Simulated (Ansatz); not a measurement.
# HfF: the cost of one run

Program: Ansatz 0.2.0. Level of theory: DFT PBE, scalar-relativistic, plane waves, PAW. These are calculated values, not measurements.

## 1. The system as given

The structure is cubic, space group F-43m (No. 216). Conventional cell: a = 5.128 Å, b = 5.128 Å, c = 5.128 Å, α = 90.00°, β = 90.00°, γ = 90.00°. Hf (site symmetry -43m) has 4 F at 2.22 Å as nearest neighbours. Around F (site symmetry -43m) lie 4 Hf at 2.22 Å.

Coordinates:

```
CELL_PARAMETERS angstrom
0.00000 2.56383 2.56383
2.56383 0.00000 2.56383
2.56383 2.56383 0.00000
ATOMIC_POSITIONS crystal
Hf 0.00000 0.00000 0.00000
F 0.75000 0.75000 0.75000
```

This is candidate A: zinc blende type (F-43m, No. 216).

(A quick probe on a coarse mesh, which set the mesh and smearing, is not shown.)

## 3. Relaxing cell and atoms (candidate A)

Contents of input.yaml:

```yaml
crystal:
  lattice:
    - [0.0, 2.5638280042, 2.5638280042]
    - [2.5638280042, 0.0, 2.5638280042]
    - [2.5638280042, 2.5638280042, 0.0]
  atoms:
    - { symbol: Hf, position: [0.0, 0.0, 0.0] }
    - { symbol: F, position: [0.75, 0.75, 0.75] }
basis:
  ecutwfc: 420
kpoints:
  mp_grid: { grid: [18, 18, 18] }
hamiltonian:
  xc: pbe
scf:
  occupations: { method: gaussian, width: 0.1 }
output:
  forces: true
  stress: true
  eigenvalues: true
relax:
  adjacent_minimum: "off"
  f_tol: 0.01
  max_steps: 80
  cell: { stress_tol: 0.05 }
```

Started as:

```bash
$ ansatz run input.yaml --threads 1 --pin off --max-ram 2560MiB --backend cpu --events-out ev --progress --plain --runs-dir out
```

What time and memory should one allow on 1 thread of Intel Xeon 6975P-C (Granite Rapids), shared host?

About 81 s, with a peak of 0.48 GiB.
